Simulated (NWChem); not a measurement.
**the pair CF4···SiHClO: a chain of runs**

Aim: a single-point energy (singlet CHClF4OSi, SVWN5/6-31G*), then the energy (singlet CF4, SVWN5/6-31G*), then a single-point energy (singlet SiHClO, SVWN5/6-31G*), then a single-point energy (singlet CF4, SVWN5/6-31G*), then a single-point energy (singlet SiHClO, SVWN5/6-31G*) of CHClF4OSi and its partners. 

Program for the calculation: NWChem 7.3.0.

**1. Starting point**

The species is CHClF4OSi (9 atoms), meant as a singlet with charge 0. The two molecules were placed rigidly side by side, at 0.85 times their contact distance; the pair isn't optimised.

Bond lengths: F1–C2 1.318 Å, C2–F3 1.318 Å, C2–F4 1.318 Å, C2–F5 1.318 Å, O6–Si7 1.637 Å, Si7–Cl8 2.110 Å, O6–H9 0.963 Å. Angles: F1–C2–F3 109.5°, F1–C2–F4 109.5°, F1–C2–F5 109.5°, F3–C2–F4 109.5°, F3–C2–F5 109.5°, F4–C2–F5 109.5°, O6–Si7–Cl8 101.3°, Si7–O6–H9 120.4°.

**2. A single-point energy at SVWN5/6-31G(d) (spherical functions) (run 1)**

chclf4osi.nw reads:

```
start chclf4osi
memory 2200 mb
geometry noautosym nocenter noautoz
   F     -0.860100     0.040040     0.997820
   C      0.000000     0.000040     0.000020
   F      1.147500    -0.486560     0.428420
   F     -0.474000    -0.771260    -0.957880
   F      0.186600     1.217740    -0.468380
   O     -5.900690     0.776100     0.421570
   Si    -4.510670     0.833680     1.283750
   Cl    -3.447540    -0.793850     0.462180
   H     -6.028080     0.100180    -0.252190
end
basis spherical bse
   * library 6-31G*
end
dft
   xc slater vwn_5
   grid fine
   convergence energy 1e-08
   maxiter 100
   mulliken
   noprint "final vectors analysis"
end
task dft energy
```

On the command line:

```bash
nwchem chclf4osi.nw > chclf4osi.out
```

Standard output (excerpt; [...] marks lines left out):

```text
[...]
          Wavefunction type:  closed shell.
          No. of atoms     :     9
          No. of electrons :    82
[...]
          Charge           :     0
          Spin multiplicity:     1
[...]
          AO basis - number of functions:   122
[...]
              XC Information
              --------------
                        Slater Exchange Functional  1.000 local
                      VWN V Correlation Functional  1.000 local
[...]
 d= 0,ls=0.0,diis     1  -1256.6554324329 -1.80D+03  2.06D-02  3.62D+00     2.4
[...]
 d= 0,ls=0.0,diis    12  -1256.9854634645 -1.30D-10  1.13D-07  3.26D-10    18.4
         Total DFT energy =    -1256.985463464528
      One electron energy =    -2828.820902327014
           Coulomb energy =     1129.240156907097
    Exchange-Corr. energy =      -99.375074108728
 Nuclear repulsion energy =      541.970356064116
[...]
      Total Density - Mulliken Population Analysis
     ---------------------------------------------
    Atom       Charge   Shell Charges
 -----------   ------   -------------------------------------------------------
    1 F    9     9.19   2.00  0.93  3.31  1.02  1.92  0.02
    2 C    6     5.18   1.99  0.68  1.85  0.00  0.44  0.22
    3 F    9     9.20   2.00  0.93  3.31  1.02  1.94  0.02
    4 F    9     9.20   2.00  0.93  3.31  1.02  1.93  0.02
    5 F    9     9.20   2.00  0.93  3.31  1.02  1.94  0.02
    6 O    8     8.61   2.00  0.90  2.93  0.93  1.85  0.02
    7 Si  14    13.56   2.00  2.00  5.95  1.25  1.29  0.63  0.26  0.19
    8 Cl  17    17.29   2.00  2.00  5.97  1.41  3.61  0.55  1.74  0.01
    9 H    1     0.56   0.45  0.11
[...]
```

It took 19 s on 1 thread of INTEL XEON PLATINUM 8581C at 2.10GHz (Emerald Rapids), shared host; peak memory 0.12 GiB.

**3. CF4: the energy at SVWN5/6-31G(d) (spherical functions) (run 2)**

cf4.nw reads:

```
start cf4
memory 2200 mb
charge 0
geometry units angstrom noautosym nocenter noautoz
  F       -0.860100       0.040040       0.997820
  C        0.000000       0.000040       0.000020
  F        1.147500      -0.486560       0.428420
  F       -0.474000      -0.771260      -0.957880
  F        0.186600       1.217740      -0.468380
end
basis spherical bse
  * library 6-31G*
end
dft
  xc slater vwn_5
  mult 1
  grid fine
  convergence energy 1e-08
  iterations 100
  mulliken
  print low
end
task dft energy
```

On the command line:

```bash
nwchem cf4.nw > cf4.out
```

Standard output (excerpt; [...] marks lines left out):

```text
[...]
 d= 0,ls=0.0,diis     1   -434.3764215024 -6.41D+02  2.77D-02  2.78D+00     0.4
[...]
 d= 0,ls=0.0,diis     7   -434.6259067615 -5.82D-09  1.13D-06  2.73D-08     2.1
         Total DFT energy =     -434.625906761539
      One electron energy =    -1017.593272392373
           Coulomb energy =      421.173271429912
    Exchange-Corr. energy =      -44.425975948903
 Nuclear repulsion energy =      206.220070149824
[...]
      Total Density - Mulliken Population Analysis
     ---------------------------------------------
    Atom       Charge   Shell Charges
 -----------   ------   -------------------------------------------------------
    1 F    9     9.20   2.00  0.93  3.31  1.02  1.94  0.02
    2 C    6     5.19   1.99  0.68  1.85  0.00  0.44  0.22
    3 F    9     9.20   2.00  0.93  3.31  1.02  1.94  0.02
    4 F    9     9.20   2.00  0.93  3.31  1.02  1.94  0.02
    5 F    9     9.20   2.00  0.93  3.31  1.02  1.94  0.02
[...]
```

Wall time 2.6 s (1 thread of INTEL XEON PLATINUM 8581C at 2.10GHz (Emerald Rapids), shared host); peak memory 0.11 GiB.

**4. SiHClO: a single-point energy at SVWN5/6-31G(d) (spherical functions) (run 3)**

geom.nw reads:

```
start geom
title "ClHOSi SVWN5"
memory stack 880 mb heap 220 mb global 1100 mb
geometry noautosym nocenter noautoz
   O       -5.900690       0.776100       0.421570
   Si      -4.510670       0.833680       1.283750
   Cl      -3.447540      -0.793850       0.462180
   H       -6.028080       0.100180      -0.252190
end
basis spherical bse
   O library 6-31G*
   Si library 6-31G*
   Cl library 6-31G*
   H library 6-31G*
end
dft
   xc slater vwn_5
   grid fine
   convergence energy 1e-08
   iterations 100
   mulliken
   noprint "final vectors analysis"
end
task dft energy
```

On the command line:

```bash
nwchem geom.nw > geom.out
```

Standard output (excerpt; [...] marks lines left out):

```text
[...]
          Wavefunction type:  closed shell.
          No. of atoms     :     4
          No. of electrons :    40
[...]
          Charge           :     0
          Spin multiplicity:     1
[...]
          AO basis - number of functions:    52
[...]
              XC Information
              --------------
                        Slater Exchange Functional  1.000 local
                      VWN V Correlation Functional  1.000 local
[...]
 d= 0,ls=0.0,diis     1   -822.2784640753 -9.54D+02  3.03D-02  8.35D-01     0.5
[...]
 d= 0,ls=0.0,diis    11   -822.3582077666 -4.88D-09  9.21D-07  2.19D-09     3.3
         Total DFT energy =     -822.358207766623
      One electron energy =    -1402.362799692116
           Coulomb energy =      503.519297253510
    Exchange-Corr. energy =      -54.942379095501
 Nuclear repulsion energy =      131.427673767483
[...]
      Total Density - Mulliken Population Analysis
     ---------------------------------------------
    Atom       Charge   Shell Charges
 -----------   ------   -------------------------------------------------------
    1 O    8     8.61   2.00  0.90  2.93  0.93  1.85  0.02
    2 Si  14    13.55   2.00  2.00  5.95  1.25  1.28  0.63  0.25  0.19
    3 Cl  17    17.28   2.00  2.00  5.97  1.41  3.61  0.55  1.73  0.01
    4 H    1     0.56   0.45  0.11
[...]
```

Wall time 3.9 s (1 thread of INTEL XEON PLATINUM 8581C at 2.10GHz (Emerald Rapids), shared host); peak memory 0.11 GiB.

**5. CF4 among ghost functions: the energy at SVWN5/6-31G(d) (spherical functions, with ghost functions) (run 4)**

mymol.nw reads:

```
START mymol
TITLE "CF4"
memory total 2200 mb

GEOMETRY units angstrom noautosym nocenter noautoz
F       -0.860100       0.040040       0.997820
C        0.000000       0.000040       0.000020
F        1.147500      -0.486560       0.428420
F       -0.474000      -0.771260      -0.957880
F        0.186600       1.217740      -0.468380
bqO     -5.900690     0.776100     0.421570
bqSi    -4.510670     0.833680     1.283750
bqCl    -3.447540    -0.793850     0.462180
bqH     -6.028080     0.100180    -0.252190
END

BASIS spherical bse
F library 6-31G*
C library 6-31G*
bqO library O 6-31G*
bqSi library Si 6-31G*
bqCl library Cl 6-31G*
bqH library H 6-31G*
END

DFT
xc slater vwn_5
grid fine
convergence energy 1e-08
maxiter 100
mulliken
noprint "final vectors analysis"
END

TASK dft energy
```

On the command line:

```bash
nwchem mymol.nw > mymol.out
```

Standard output (excerpt; [...] marks lines left out):

```text
[...]
          Wavefunction type:  closed shell.
          No. of atoms     :     9
          No. of electrons :    42
[...]
          Charge           :     0
          Spin multiplicity:     1
[...]
          AO basis - number of functions:   122
[...]
              XC Information
              --------------
                        Slater Exchange Functional  1.000 local
                      VWN V Correlation Functional  1.000 local
[...]
 d= 0,ls=0.0,diis     1   -434.3788464632 -6.41D+02  1.59D-02  2.78D+00     1.7
[...]
 d= 0,ls=0.0,diis     8   -434.6288792197 -7.27D-09  7.58D-08  1.33D-10    10.9
         Total DFT energy =     -434.628879219697
      One electron energy =    -1017.494371347203
           Coulomb energy =      421.063013895404
    Exchange-Corr. energy =      -44.417591917722
 Nuclear repulsion energy =      206.220070149824
[...]
      Total Density - Mulliken Population Analysis
     ---------------------------------------------
    Atom       Charge   Shell Charges
 -----------   ------   -------------------------------------------------------
    1 F    9     9.19   2.00  0.93  3.31  1.03  1.92  0.02
    2 C    6     5.18   1.99  0.68  1.85  0.00  0.43  0.22
    3 F    9     9.20   2.00  0.93  3.31  1.02  1.93  0.02
    4 F    9     9.20   2.00  0.93  3.31  1.02  1.93  0.02
    5 F    9     9.20   2.00  0.93  3.31  1.02  1.93  0.02
    6 X    0    -0.00   0.00 -0.00 -0.00 -0.00 -0.00 -0.00
    7 X    0     0.01  -0.00 -0.00 -0.00 -0.00 -0.00  0.00  0.01 -0.00
    8 X    0     0.02  -0.00 -0.00  0.00 -0.00 -0.00  0.00  0.01  0.00
    9 X    0    -0.00  -0.00 -0.00
[...]
```

Run time: 12 s. Hardware: 1 thread of INTEL XEON PLATINUM 8581C at 2.10GHz (Emerald Rapids), shared host; peak memory 0.12 GiB.

**6. SiHClO among ghost functions: the energy at SVWN5/6-31G(d) (spherical functions, with ghost functions) (run 5)**

sp.nw reads:

```
start sp
memory total 2200 mb
charge 0
geometry units angstroms noautosym nocenter noautoz
O       -5.900690       0.776100       0.421570
Si      -4.510670       0.833680       1.283750
Cl      -3.447540      -0.793850       0.462180
H       -6.028080       0.100180      -0.252190
bqF     -0.860100     0.040040     0.997820
bqC      0.000000     0.000040     0.000020
bqF      1.147500    -0.486560     0.428420
bqF     -0.474000    -0.771260    -0.957880
bqF      0.186600     1.217740    -0.468380
end
basis spherical bse
O library 6-31G*
Si library 6-31G*
Cl library 6-31G*
H library 6-31G*
bqF library F 6-31G*
bqC library C 6-31G*
end
dft
xc slater vwn_5
grid fine
convergence energy 1e-08
maxiter 100
mulliken
print low
end
task dft energy
```

On the command line:

```bash
nwchem sp.nw > sp.out
```

Standard output (excerpt; [...] marks lines left out):

```text
[...]
 d= 0,ls=0.0,diis     1   -822.2787553923 -9.54D+02  1.29D-02  8.37D-01     2.0
[...]
 d= 0,ls=0.0,diis    11   -822.3585576838 -4.99D-09  3.95D-07  2.22D-09    14.5
         Total DFT energy =     -822.358557683801
      One electron energy =    -1402.346915239785
           Coulomb energy =      503.501627751850
    Exchange-Corr. energy =      -54.940943963349
 Nuclear repulsion energy =      131.427673767483
[...]
      Total Density - Mulliken Population Analysis
     ---------------------------------------------
    Atom       Charge   Shell Charges
 -----------   ------   -------------------------------------------------------
    1 O    8     8.61   2.00  0.90  2.93  0.93  1.85  0.02
    2 Si  14    13.55   2.00  2.00  5.95  1.25  1.29  0.63  0.25  0.19
    3 Cl  17    17.28   2.00  2.00  5.97  1.41  3.61  0.55  1.73  0.01
    4 H    1     0.56   0.45  0.11
    5 X    0    -0.00   0.00  0.00  0.00 -0.00 -0.00 -0.00
    6 X    0     0.00  -0.00 -0.00  0.00  0.00  0.00  0.00
    7 X    0    -0.00   0.00  0.00  0.00 -0.00 -0.00 -0.00
    8 X    0    -0.00   0.00  0.00  0.00 -0.00  0.00 -0.00
    9 X    0    -0.00   0.00  0.00 -0.00 -0.00 -0.00 -0.00
[...]
```

Wall time 15 s (1 thread of INTEL XEON PLATINUM 8581C at 2.10GHz (Emerald Rapids), shared host); peak memory 0.12 GiB.

**7. Outcome**

| quantity | value |
| --- | --- |
| run 1, SVWN5/6-31G*: total energy | -1256.98546 Eh |
| run 1, SVWN5/6-31G*: dipole moment | 1.24 D |
| CF4: total energy | -434.62591 Eh |
| SiHClO: total energy | -822.35821 Eh |
| SiHClO: dipole moment | 1.38 D |
| CF4 among ghost functions: total energy | -434.62888 Eh |
| CF4 among ghost functions: dipole moment | 0.15 D |
| SiHClO among ghost functions: total energy | -822.35856 Eh |
| interaction energy of the rigid parts CF4 and SiHClO (parts in their own basis; closest atoms 2.77 Å apart) | -0.037 eV |
| interaction energy of the rigid parts CF4 and SiHClO (parts in the whole basis, counterpoise; closest atoms 2.77 Å apart) | 0.054 eV |

The interaction energy of the rigid parts CF4 and SiHClO (parts in their own basis; closest atoms 2.77 Å apart) is −0.04 eV (−0.8 kcal/mol). Without counterpoise this holds the superposition error of the basis. The interaction energy of the rigid parts CF4 and SiHClO (parts in the whole basis, counterpoise; closest atoms 2.77 Å apart) is 0.05 eV (5.2 kJ/mol): the parts repel at this shape. The basis-set superposition error is 8.7 kJ/mol. It is larger than the uncorrected attraction, which is thus an artefact of the basis. Mulliken charges (CF4) run from -0.20 on F1 to +0.81 on C2. Mulliken charges (SiHClO) run from -0.61 on O1 to +0.45 on Si2; they depend strongly on the basis.
